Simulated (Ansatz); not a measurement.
# AsH₂ (doublet): the correlation ladder at a displaced geometry (v2), cc-pVTZ

How much of the correlation energy of AsH₂ (doublet) does each wave-function method recover here?

Program: Ansatz 0.2.0, Gaussian basis. Level of theory: cc-pVTZ, correlated electrons: outside noble gas. These are calculated values, not measurements.

To be run: UHF; CCSD(T) on ROHF; CCSD(T) on UHF; BCCD(T) on ROHF; CISD; CCSDT(Q) on ROHF; CCSDT(Q) on UHF; CASSCF and MRCISD+Q, 7 electrons in 6 orbitals; CASSCF and NEVPT2, 7 electrons in 6 orbitals.

### Step 1. The geometry

The geometry is a PBE0/def2-TZVP stationary point (not a proven minimum) with its atoms shifted at random (size 0.100 Å). No spin-orbit coupling is included. The filled d shell of As may be among the frozen orbitals whatever the setting's name suggests; the logs give the count.

3 atoms, charge 0, spin multiplicity 2.

Atoms are counted from 1 here; the program's logs count them from 0.

Bond lengths: As1–H2 1.533 Å, As1–H3 1.515 Å. Angles: H2–As1–H3 90.5°.

In the tables R marks a restricted open-shell determinant and U an unrestricted one; 'valence' is the active space of 7 electrons in 6 orbitals; correlation energies count from the lowest restricted Hartree-Fock solution.

### Step 2. UHF

Contents of in.yaml:

```yaml
crystal:
  periodic: [false, false, false]
  atoms:
    - {symbol: As, position_ang: [0.003316, -0.027898, -0.000197]}
    - {symbol: H, position_ang: [-0.161558, 1.053080, -1.074498]}
    - {symbol: H, position_ang: [-0.084938, 1.020647, 1.089122]}
basis:
  gaussian: {orbitals: cc-pVTZ}
magnetization: {spin_polarized: true, initial_magnetization: 1}
hamiltonian: {xc: hf}
output: {orbitals: {seedname: orbitals}}
```

On the command line:

```bash
$ ansatz run in.yaml --threads 1 --pin off --events-out ev --progress --plain --max-ram 2393MiB
```

After this run come: CCSD(T) on ROHF; CCSD(T) on UHF; BCCD(T) on ROHF; CISD; CCSDT(Q) on ROHF; CCSDT(Q) on UHF; CASSCF and MRCISD+Q, 7 electrons in 6 orbitals; CASSCF and NEVPT2, 7 electrons in 6 orbitals.

Q: Predict the results of all the runs planned. Wanted: correlation energy, UCCSDT(Q); RMP2 from UCCSDT(Q); UMP2 from UCCSDT(Q); RCCSD from UCCSDT(Q); RCCSD(T) from UCCSDT(Q); UCCSD(T) from UCCSDT(Q); RCCSDT(Q) from UCCSDT(Q); NEVPT2 valence from UCCSDT(Q); MRCISD+Q valence from UCCSDT(Q).

As calculated:

| quantity | value |
| --- | --- |
| correlation energy, UCCSDT(Q) | -4.3631 eV |
| RMP2 from UCCSDT(Q) | +18.55 kcal/mol |
| UMP2 from UCCSDT(Q) | +18.91 kcal/mol |
| RCCSD from UCCSDT(Q) | +3.67 kcal/mol |
| RCCSD(T) from UCCSDT(Q) | +0.64 kcal/mol |
| UCCSD(T) from UCCSDT(Q) | +0.58 kcal/mol |
| RCCSDT(Q) from UCCSDT(Q) | +0.08 kcal/mol |
| NEVPT2 valence from UCCSDT(Q) | +18.33 kcal/mol |
| MRCISD+Q valence from UCCSDT(Q) | +0.37 kcal/mol |
| levels of the table within 1 kcal/mol (43 meV) | RCCSD(T), UCCSD(T), BCCD(T), RCCSDT, UCCSDT, RCCSDT(Q), MRCISD+Q valence |
| T1 diagnostic | 0.018 |
| effectively unpaired electrons | 1.02 |

What this shows: RCCSD(T) lands +0.64 kcal/mol from the yardstick (0.6 % of the correlation energy). One determinant dominates. Of the multireference levels listed MRCISD+Q valence comes nearest in total energy (+0.37 kcal/mol), which doesn't show that its space is the better one. These misses are within one basis, not against nature; the frozen cores of restricted and unrestricted runs differ, which can shift their rows.
